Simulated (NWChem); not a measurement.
Tetragonal strain in BN (zincblende structure): splitting of valleys and valence bands

The numbers come from NWChem runs, not from measurements. Level: PBE, Troullier-Martins pseudopotentials (valence charges N 5, B 3), cutoff 40 Ha, shifted 4×4×4 mesh, two-atom cell, no spin-orbit coupling. The cubic cell (a = 3.637 Å, near this level's equilibrium) is stretched by 1 + δ along x and y and by (1 + δ)^−2 along z, at constant volume; symmetry keeps the atoms on their sites. The table gives the lowest empty level on the line to X along z less that along x, and the single valence level at Γ less the pair from which it splits.

| δ | ε_zz − ε_xx | valley splitting (eV) | valence splitting (eV) |
|---|---|---|---|
| -0.020 | 0.0612 | 1.048 | -0.654 |
| -0.010 | 0.0303 | 0.518 | -0.310 |
| -0.005 | 0.0151 | 0.257 | -0.152 |
| 0.005 | -0.0149 | ? | ? |
| 0.010 | -0.0297 | -0.506 | 0.279 |
| 0.020 | -0.0588 | -0.999 | 0.528 |

Task: The valley splitting goes as Ξᵤ(ε_zz − ε_xx) and, without spin-orbit coupling, the valence splitting as 3b(ε_zz − ε_xx). Fit both through zero and predict the withheld row.

Result: Ξᵤ ≈ 17.1 eV and 3b ≈ -9.9 eV, so b ≈ -3.3 eV; the rows leave the lines by up to 0.052 eV. Predicted against computed: valley -0.255 against -0.254 eV, valence 0.147 against 0.144 eV.
